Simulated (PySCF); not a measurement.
# C₄H₅BBrF: electronic excitations

What electronic excitations should C₄H₅BBrF (`FB(Br)[C@H]1C=CC1`) show?

Programs: PySCF 2.14.0, with density-fitted response routines of our own. Each step states its level of theory. These are calculated values for one molecule in the gas phase, unless marked as measured. Atoms count from 0, in the outputs and in this text.

### 1 The starting structure

12 atoms, charge 0, multiplicity 1; geometry from: GFN2-xTB.

Bonds of the start (Å): F0–B1 1.32, B1–Br2 1.88, B1–C3 1.57, C3–C4 1.53, C4–C5 1.33, C5–C6 1.50, C6–C3 1.56, C3–H7 1.09, C4–H8 1.07, C5–H9 1.07, C6–H10 1.09, C6–H11 1.09.

### 2 TDDFT and polarisability: wB97X-D/def2-SVPD

What the job is given:

```
{"job": {"kind": "uv", "xc": "wB97X-D", "basis": "def2-SVPD", "nstates": 8, "ntriplets": 3}, "charge": 0, "multiplicity": 1}
F      2.742305     0.591786     0.784969
B      1.756901    -0.008894     0.148203
Br     2.250865    -1.008119    -1.363650
C      0.266971     0.180926     0.612433
C     -0.529791     1.113641    -0.296399
C     -1.415013     0.188112    -0.646260
C     -0.799311    -0.884706     0.204215
H      0.201101     0.474944     1.663911
H     -0.367838     2.147453    -0.539406
H     -2.273059     0.177054    -1.291513
H     -1.415311    -1.224122     1.034908
H     -0.416621    -1.748761    -0.337440
```

Method: TDDFT wB97X-D/def2-SVPD, vertical, gas phase, core orbitals frozen in the response.

Launch:

```
$ OMP_NUM_THREADS=1 python probes_run.py task.json out
```

One launch serves the whole session: the jobs run in the order shown.

What will the session give for the following? lowest singlet (wB97X-D/def2-SVPD); brightest single state of those computed; lowest triplet; surface potential, 1st and 99th percentile. Wanted: lowest singlet; brightest single state of those computed; lowest triplet; surface potential, 1st and 99th percentile.

The runs gave:

```
                                quantity                        value
      lowest singlet (wB97X-D/def2-SVPD)  5.82 eV (213 nm), f = 0.045
brightest single state of those computed  state 5, 7.32 eV, f = 0.099
                          lowest triplet                      4.39 eV
   surface potential, 1st and 99th percentile           -0.69 V and 1.32 V
```

The lowest singlet, at 5.82 eV, is HOMO→LUMO 0.91 and is weak; of the 8 states computed, the strongest absorption comes from state 5 at 7.32 eV. The lowest triplet lies 1.43 eV below the lowest singlet (triplets in Tamm-Dancoff, singlets in full TDDFT).
